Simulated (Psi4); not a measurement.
# C2H2ClSi− (SMILES C#C[SiH-]Cl) at MP2/def2-SVPD

What is the energy change on altering one bond length of C2H2ClSi− at MP2/def2-SVPD? 

The results are computed with Psi4 1.11.

1 further run of the same task is left out (set aside as unsound or not needed).

## (1) The structure to begin with

The species is C2H2ClSi− (6 atoms), meant as a singlet with charge -1. SMILES: `C#C[SiH-]Cl`. The coordinates come from a GFN2-xTB relaxation.

Bond lengths: C1–C2 1.207 Å, C2–Si3 1.864 Å, Si3–Cl4 2.314 Å, C1–H5 1.058 Å, Si3–H6 1.496 Å. Angles: C1–C2–Si3 165.5°, C2–Si3–Cl4 98.2°, C2–C1–H5 176.1°, C2–Si3–H6 98.2°, Cl4–Si3–H6 94.0°.

## (2) The energy at MP2/def2-SVPD

The input, job.dat:

```
memory 1600 MB

molecule molecule1 {
  -1 1
  C      0.758700     0.541450    -1.456510
  C      0.250300     0.345680    -0.379210
  Si    -0.094570     0.107390     1.437140
  Cl    -0.513450    -2.167770     1.399230
  H      1.141620     0.692060    -2.430770
  H     -1.542600     0.481190     1.430120
  symmetry c1
}

set basis def2-SVPD
set reference rhf
set puream true
set e_convergence 1e-09
set d_convergence 1e-08
set scf_type pk
set num_frozen_docc 12
set mp2_type conv

energy('mp2')
```

Run with:

```bash
psi4 -n 1 job.dat job.out
```

job.out:

```text
[...]
  Running in c1 symmetry.
[...]
  Nuclear repulsion =  157.032059041988504
[...]
  Multiplicity = 1
[...]
  Nalpha       = 23
  Nbeta        = 23
[...]
    Number of basis functions: 107
[...]
   @RHF iter   1:  -824.94453630110058   -1.09785e+00   3.22499e-03 DIIS/ADIIS
[...]
   @RHF iter  13:  -825.04061165526491   -2.48974e-11   8.26348e-09 DIIS
[...]
    Orbital Energies [Eh]
    ---------------------
    Doubly Occupied:
       1A   -104.580437     2A    -68.579706     3A    -11.072996
       4A    -11.063656     5A    -10.339827     6A     -7.814151
       7A     -7.812619     8A     -7.812519     9A     -5.943485
      10A     -4.052133    11A     -4.051349    12A     -4.049938
      13A     -0.860500    14A     -0.846968    15A     -0.590628
      16A     -0.515255    17A     -0.344293    18A     -0.301507
      19A     -0.272230    20A     -0.249372    21A     -0.242023
      22A     -0.233146    23A     -0.106408
[...]
  @RHF Final Energy:  -825.04061165526491
   => Energetics <=
    Nuclear Repulsion Energy =            157.0320590419885036
    One-Electron Energy =               -1460.6750512093044563
    Two-Electron Energy =                 478.6023805120510133
    Total Energy =                       -825.0406116552649110
[...]
 Multipole Moments:
 ------------------------------------------------------------------------------------
     Multipole            Electronic (a.u.)      Nuclear  (a.u.)        Total (a.u.)
 ------------------------------------------------------------------------------------
 L = 1.  Multiply by 2.5417464519 to convert [e a0] to [Debye]
 Dipole X            :         -0.1045878            0.1901972            0.0856094
 Dipole Y            :         -3.6773055            3.7592397            0.0819343
 Dipole Z            :          1.9577133           -2.9167685           -0.9590552
 Magnitude           :                                                    0.9663483
[...]
	SCS-MP2 Total Energy (a.u.)        :  -825.54177316684695
	SOS-MP2 Total Energy (a.u.)        :  -825.49908540275328
	SCSN-MP2 Total Energy (a.u.)       :  -825.26600304967883
[...]
	SOS-PI-MP2 Total Energy (a.u.)     :  -825.57549769400134
[...]
	MP2 Total Energy (a.u.)            :  -825.55073640378589
[...]
```

It took 6 s on 1 thread of Intel Xeon 6975P-C (Granite Rapids), shared host; peak memory 0.71 GiB.

## (3) The distorted shape at the same level

The input, c2h2clsi.xyz:

```xyz
6
C2H2ClSi
C      0.834960     0.570816    -1.618106
C      0.250300     0.345680    -0.379210
Si    -0.094570     0.107390     1.437140
Cl    -0.513450    -2.167770     1.399230
H      1.217880     0.721426    -2.592366
H     -1.542600     0.481190     1.430120
```

The input, run.py:

```python
import psi4

psi4.set_memory(1600000000)
psi4.set_num_threads(1)
psi4.core.set_output_file('output.dat', False)

with open('c2h2clsi.xyz') as f:
    atoms = ''.join(f.readlines()[2:])
m = psi4.geometry('-1 1\n' + atoms + 'symmetry c1\nno_reorient\nno_com')

options = {'basis': 'def2-SVPD', 'puream': True, 'e_convergence': 1e-09, 'd_convergence': 1e-08, 'scf_type': 'pk', 'num_frozen_docc': 12, 'mp2_type': 'conv'}
psi4.set_options(options)

result, w = psi4.energy("mp2", return_wfn=True)
print(f'total energy {result:.8f} hartree = {result * 27.211386:.5f} eV')
```

Run with:

```bash
python run.py
```

output.dat:

```text
[...]
  Running in c1 symmetry.
[...]
  Nuclear repulsion =  153.413863601776882
[...]
  Multiplicity = 1
[...]
  Nalpha       = 23
  Nbeta        = 23
[...]
    Number of basis functions: 107
[...]
   @RHF iter   1:  -824.90782944081423   -1.31329e+00   2.70929e-03 ADIIS/DIIS
[...]
   @RHF iter  15:  -824.99017246242374   -6.48015e-12   7.22551e-09 DIIS
[...]
    Orbital Energies [Eh]
    ---------------------
    Doubly Occupied:
       1A   -104.584894     2A    -68.589766     3A    -11.119169
       4A    -11.117741     5A    -10.344271     6A     -7.818597
       7A     -7.817036     8A     -7.816935     9A     -5.953292
      10A     -4.061803    11A     -4.061108    12A     -4.059719
      13A     -0.862591    14A     -0.799471    15A     -0.608881
      16A     -0.509239    17A     -0.351928    18A     -0.303389
      19A     -0.269366    20A     -0.250554    21A     -0.220631
      22A     -0.202981    23A     -0.109773
[...]
  @RHF Final Energy:  -824.99017246242374
   => Energetics <=
    Nuclear Repulsion Energy =            153.4138636017768818
    One-Electron Energy =               -1453.1418036684676736
    Two-Electron Energy =                 474.7377676042669350
    Total Energy =                       -824.9901724624237431
[...]
 Multipole Moments:
 ------------------------------------------------------------------------------------
     Multipole            Electronic (a.u.)      Nuclear  (a.u.)        Total (a.u.)
 ------------------------------------------------------------------------------------
 L = 1.  Multiply by 2.5417464519 to convert [e a0] to [Debye]
 Dipole X            :          7.4860256           -7.3052844            0.1807412
 Dipole Y            :         55.4420472          -54.1350561            1.3069911
 Dipole Z            :        -60.2050570           58.1293513           -2.0757057
 Magnitude           :                                                    2.4595624
[...]
	SCS-MP2 Total Energy (a.u.)        :  -825.51765895277310
	SOS-MP2 Total Energy (a.u.)        :  -825.47216843676267
	SCSN-MP2 Total Energy (a.u.)       :  -825.23036238695909
[...]
	SOS-PI-MP2 Total Energy (a.u.)     :  -825.55250109915255
[...]
	MP2 Total Energy (a.u.)            :  -825.52830732240443
[...]
```

Standard output:

```text
total energy -825.52830732 hartree = -22463.76942 eV
```

It took 6 s on 1 thread of Intel Xeon 6975P-C (Granite Rapids), shared host; peak memory 0.71 GiB.

## (4) Summary of results

Level: MP2/def2-SVPD, 12 core orbitals frozen.

```
                                                              quantity          value
                                             first shape: total energy  -825.55074 Eh
                      first shape: HOMO energy (Hartree–Fock orbitals)       -2.90 eV
                      first shape: LUMO energy (Hartree–Fock orbitals)        5.92 eV
    first shape: HOMO–LUMO gap (to an unbound level, set by the basis)        8.81 eV
             first shape: correlation energy (12 core orbitals frozen)     -510.1 mEh
                                         distorted shape: total energy  -825.52831 Eh
                  distorted shape: HOMO energy (Hartree–Fock orbitals)       -2.99 eV
                  distorted shape: LUMO energy (Hartree–Fock orbitals)        5.91 eV
distorted shape: HOMO–LUMO gap (to an unbound level, set by the basis)        8.89 eV
         distorted shape: correlation energy (12 core orbitals frozen)     -538.1 mEh
     energy change with the C1–C2 bond stretched from 1.207 to 1.388 Å       0.610 eV
```

What this shows: With the C1–C2 bond stretched from 1.207 to 1.388 Å the energy rises by 0.61 eV (58.9 kJ/mol). The first shape isn't relaxed at this level, so the change isn't measured from a minimum.
